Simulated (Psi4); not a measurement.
# GeH2S (SMILES [SH][GeH]): PBE/6-31G(d) (spherical functions, sweep point 3)

We compute a geometry optimisation of GeH2S. 

The results are computed with Psi4 1.11.

9 further runs of the same task are left out: 1 that didn't finish, 8 set aside as unsound or not needed.

## Step 1: Starting point

GeH2S has 4 atoms, charge 0, and is taken as a singlet. As SMILES, `[SH][GeH]`. The coordinates come from a PBE0-D4/def2-TZVP relaxation. The run starts from this shape.

Bond lengths: S1–Ge2 2.225 Å, S1–H3 1.342 Å, Ge2–H4 1.595 Å. Angles: S1–Ge2–H4 93.7°, Ge2–S1–H3 100.2°.

## Step 2: A structure relaxation at PBE/6-31G(d) (spherical functions, sweep point 3)

The input, input.inp:

```
memory 1.6 GB

molecule m {
  0 1
  S     -0.443300    -1.201800     0.271700
  Ge    -0.841700     0.737900    -0.743600
  H      0.779200    -0.962100     0.771200
  H      0.561200     1.365900    -0.319400
  units angstrom
  symmetry c1
}

set {
  basis                6-31G*
  reference            rks
  puream               true
  scf_type             pk
  dft_radial_points    35
  dft_spherical_points 110
  g_convergence        gau_tight
  geom_maxiter         50
}

optimize("pbe")
print_variables()
```

The run is started by

```console
$ psi4 -n 1 input.inp input.out
```

What values should one expect? Wanted: total energy at the end; dipole moment; HOMO energy; LUMO energy; HOMO–LUMO gap.

Computed results:

Level: PBE/6-31G* (spherical functions, sweep point 3).

| quantity | value |
| --- | --- |
| total energy at the end | -2475.63047 Eh |
| dipole moment | 1.28 D |
| HOMO energy | -6.13 eV |
| LUMO energy | -3.41 eV |
| HOMO–LUMO gap | 2.73 eV |

In words: At the final geometry: Bond lengths: S1–Ge2 2.270 Å, S1–H3 1.362 Å, Ge2–H4 1.623 Å. Angles: S1–Ge2–H4 93.0°, Ge2–S1–H3 100.2°. The optimisation took 7 steps and changed the energy by -0.021 eV.
